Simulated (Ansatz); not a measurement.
# NaAs (triplet): B2PLYP, RPA-PBE over vertical spin and charge gaps, cc-pVDZ

Aim: run NaAs (triplet) with these functionals over vertical spin and charge gaps, and hold them against the top wave-function level at the same points.

The runs use Ansatz 0.2.0, Gaussian basis; cc-pVDZ, all electrons in the functionals, frozen cores in the correlation of double hybrids and RPA.

Plan: B2PLYP, RPA-PBE, at charge 0, triplet; charge 0, singlet; charge 0, quintet; charge 1, doublet; charge 1, quartet.

25 further runs of the same task are left out: 11 for a known fault of the program, 5 that didn't finish, 9 set aside as unsound or not needed. Runs told in other sessions of the task aren't counted.

## (1) What is computed

The geometry is a PBE0/def2-TZVP stationary point (not a proven minimum). No spin-orbit coupling is included. The filled d shell of As may be among the frozen orbitals whatever the setting's name suggests.

2 atoms, charge 0, spin multiplicity 3.

Atoms are counted from 1 here; the program's logs count them from 0.

Bond lengths: As1–Na2 2.734 Å.

As a file:

```xyz
2
charge 0, multiplicity 3
As    0.00000    0.00000    0.00000
Na    0.00000    0.00000    2.73430
```

No dispersion term is added.

The geometry shown and the zero of energy belong to the point charge 0, triplet. The yardstick, FCI, and other wave-function levels (R restricted, U unrestricted, valence and pair active spaces) come from earlier runs.

## (2) B2PLYP, charge 0, triplet

The input, in.yaml:

```yaml
crystal:
  periodic: [false, false, false]
  atoms:
    - {symbol: As, position_ang: [0.000000, 0.000000, 0.000000]}
    - {symbol: Na, position_ang: [0.000000, 0.000000, 2.734300]}
basis:
  gaussian: {orbitals: cc-pVDZ}
magnetization: {spin_polarized: true, initial_magnetization: 2}
hamiltonian: {xc: {name: B2PLYP}}
correlation: {electrons: outside_noble_gas}
```

Launch:

```sh
$ ansatz run in.yaml --threads 1 --pin off --events-out ev --progress --plain --max-ram 2393MiB
```

Further steps of the session: B2PLYP, charge 0, singlet; B2PLYP, charge 0, quintet; B2PLYP, charge 1, doublet; B2PLYP, charge 1, quartet; RPA-PBE, charge 0, triplet; RPA-PBE, charge 0, singlet; RPA-PBE, charge 0, quintet; RPA-PBE, charge 1, doublet; RPA-PBE, charge 1, quartet.

**Question.** What will the summary of the whole plan be? Wanted: triplet to singlet, FCI; triplet to quintet, FCI; ionisation to the doublet cation, FCI; ionisation to the quartet cation, FCI; largest miss, B2PLYP; largest miss, RPA-PBE.

**Answer**, as computed:

| quantity | value |
| --- | --- |
| triplet to singlet, FCI | 1.059 eV |
| triplet to quintet, FCI | 1.395 eV |
| ionisation to the doublet cation, FCI | 7.053 eV |
| ionisation to the quartet cation, FCI | 5.726 eV |
| largest miss, B2PLYP | +0.473 eV (ionisation to the quartet cation) |
| largest miss, RPA-PBE | +0.368 eV (ionisation to the quartet cation) |

**Reading.** Of the functionals, RPA-PBE keep the smallest largest miss at the points compared (at most 0.368 eV) and B2PLYP strays most (0.473 eV, at ionisation to the quartet cation). B2PLYP, RPA-PBE clearly break the spin symmetry at some points (⟨S²⟩ up to 1.01 above the pure value), so energy there is bought with a mixed spin. Functionals and the yardstick converge differently with the basis, so part of each miss in cc-pVDZ is the basis.
